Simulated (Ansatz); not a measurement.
# PF2: the cost of one run

Program: Ansatz 0.2.0. Level of theory: DFT PBE+D3(BJ), scalar-relativistic, plane waves, PAW. These are calculated values, not measurements.

## 1. The structure to begin with

The structure is hexagonal, space group P6/mmm (No. 191). The conventional cell has a = 3.925 Å, b = 3.925 Å, c = 2.831 Å, α = 90.00°, β = 90.00°, γ = 120.00°. Around P (site symmetry 6/mmm) lie 12 F at 2.67 Å and 2 P at 2.83 Å. Around F (site symmetry -6m2) lie 3 F at 2.27 Å.

As a file:

```xyz
3
Lattice="3.9254 0.0000 0.0000 -1.9627 3.3995 0.0000 0.0000 0.0000 2.8310" Properties=species:S:1:pos:R:3 pbc="T T T"
P     0.0000    0.0000    0.0000
F     0.0000    2.2663    1.4155
F     1.9627    1.1332    1.4155
```

Recipe of the guess: species swapped into a database cell of DyHg2 (P6/mmm, No. 191), with P on the Dy sites and F on the Hg sites. Its size is a rough estimate.

## 2. Probe: one point on a coarse mesh

The input, input.yaml:

```yaml
crystal:
  lattice:
    - [3.92535492, 0.0, 0.0]
    - [-1.96267746, 3.39945708, 0.0]
    - [0.0, 0.0, 2.83095046]
  atoms:
    - { symbol: P, position: [0.0, 0.0, 0.0] }
    - { symbol: F, position: [0.33333333, 0.66666667, 0.5] }
    - { symbol: F, position: [0.66666667, 0.33333333, 0.5] }
basis:
  ecutwfc: 420
kpoints:
  mp_grid: { grid: [6, 6, 6] }
hamiltonian:
  xc: pbe
  dispersion: d3bj
scf:
  occupations: { method: gaussian, width: 0.1 }
  lower_state_search: "off"
output:
  forces: true
  stress: true
  eigenvalues: true
```

Run with:

```console
$ ansatz run input.yaml --threads 1 --pin off --max-ram 2560MiB --backend cpu --events-out ev --progress --plain --runs-dir out
```

Q: Estimate wall time and peak memory on 1 thread of Intel Xeon at 2.70GHz, shared host.

About 1.5 s, with a peak of 0.3 GiB.
